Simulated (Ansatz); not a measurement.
# CH₃ClZn + H₂: a complex and its separated parts

Aim: how far the complex at one end of a reaction step lies below its separated, relaxed parts, level by level.

Computed with Ansatz 0.2.0, Gaussian basis. Level: PBE0-D4/def2-TZVP structures, single points in def2-TZVPP, no counterpoise correction.

Levels: SPW92, PBE-D4, BLYP-D4, r2SCAN-D4, B97M-V, PBE0-D4, B3LYP-D4, r2SCAN0-D4, BHLYP-D4, CAM-B3LYP-D4, wB97X-V, wB97M-V, B2PLYP, PBE-QIDH, RPA on PBE, Hartree-Fock, MP2, CCSD, CCSD(T).

Correlated methods freeze the cores. The 3s and 3p shells of Cu and Zn are frozen; filled d shells are correlated. B3LYP uses VWN-RPA correlation. B2PLYP carries no dispersion term here.

95 further runs of the same task are left out: 1 that didn't finish, 94 set aside as unsound or not needed. Runs told in other sessions of the task aren't counted.

### Step 1. The system as given

The complex: 8 atoms, charge 0, spin multiplicity 1.

Atoms are counted from 1 here; the program's logs count them from 0.

Bond lengths: Zn1–Cl3 2.111 Å, Zn1–C5 1.925 Å, H2–H4 0.748 Å, C5–H6 1.091 Å, C5–H7 1.091 Å, C5–H8 1.091 Å. Angles: Cl3–Zn1–C5 179.3°, Zn1–C5–H6 110.4°, Zn1–C5–H7 110.2°, Zn1–C5–H8 110.4°, H6–C5–H7 108.6°, H6–C5–H8 108.6°, H7–C5–H8 108.6°.

Coordinates:

```
atom     x (Å)     y (Å)     z (Å)
 Zn1  -0.84691   0.35724  -0.53668
  H2   0.15023  -2.50522  -0.83638
 Cl3  -2.18157  -0.50509  -1.92617
  H4   0.72949  -2.47611  -0.36446
  C5   0.35875   1.16376   0.72895
  H6  -0.18375   1.48516   1.61975
  H7   1.12541   0.44669   1.02774
  H8   0.84835   2.03347   0.28735
```

Its parts: CH₃ClZn holds atoms 1, 3, 5, 6, 7, 8; H₂ holds atoms 2, 4. Each part counts its atoms afresh in its own runs.

### Step 2. Relaxing CH₃ClZn alone

Input file relax-a/in.yaml:

```yaml
crystal:
  periodic: [false, false, false]
  atoms:
    - {symbol: Zn, position_ang: [-0.846909, 0.357243, -0.536683]}
    - {symbol: Cl, position_ang: [-2.181568, -0.505085, -1.926166]}
    - {symbol: C, position_ang: [0.358754, 1.163757, 0.728949]}
    - {symbol: H, position_ang: [-0.183754, 1.485156, 1.619746]}
    - {symbol: H, position_ang: [1.125410, 0.446689, 1.027743]}
    - {symbol: H, position_ang: [0.848348, 2.033472, 0.287350]}
basis:
  gaussian: {orbitals: def2-TZVP}
hamiltonian: {xc: pbe0, dispersion: d4}
relax: {f_tol: 0.005, max_steps: 200}
```

Launch:

```
$ ansatz run in.yaml --threads 4 --pin off --events-out ev --progress --plain --max-ram 9574MiB
```

Further steps of the session: Relaxing H₂ alone; SPW92/def2-TZVPP; PBE-D4/def2-TZVPP; BLYP-D4/def2-TZVPP; r2SCAN-D4/def2-TZVPP; B97M-V/def2-TZVPP; PBE0-D4/def2-TZVPP; B3LYP-D4/def2-TZVPP; r2SCAN0-D4/def2-TZVPP; BHLYP-D4/def2-TZVPP; CAM-B3LYP-D4/def2-TZVPP; wB97X-V/def2-TZVPP; wB97M-V/def2-TZVPP; B2PLYP/def2-TZVPP; PBE-QIDH/def2-TZVPP; RPA on PBE/def2-TZVPP; CCSD(T)/def2-TZVPP; Vibrations of CH₃ClZn; Vibrations of H₂.

What does the calculation give? Wanted: complex less parts, CCSD(T)/def2-TZVPP; with zero-point energy; largest T1 diagnostic.

As calculated:

```
                              quantity       value
complex less parts, CCSD(T)/def2-TZVPP  -0.0244 eV
                with zero-point energy  +0.0149 eV
                 largest T1 diagnostic       0.013
```

What this shows: At CCSD(T) the complex lies 0.0244 eV below its parts. The functionals run from BLYP-D4, off by +0.0004 eV, to SPW92, off by -0.0487 eV, against CCSD(T). By rung, the mean size of the error is: LDA 0.0487, GGA 0.0101, meta-GGA 0.0106, hybrid 0.0126, range-separated hybrid 0.0113, double hybrid 0.0091 eV. The double hybrids carry no dispersion term here, unlike the levels marked D4 or V. PBE-D4 gives a relative energy 0.0198 eV too low, an error of 81 % of the reference. The complex's frequency run has imaginary modes: the structure is no minimum, so both the energy and the zero-point correction are in doubt. No counterpoise was applied, and triple zeta lacks some correlation, so the CCSD(T) reference has a basis error of its own, and close matches with it are partly luck.
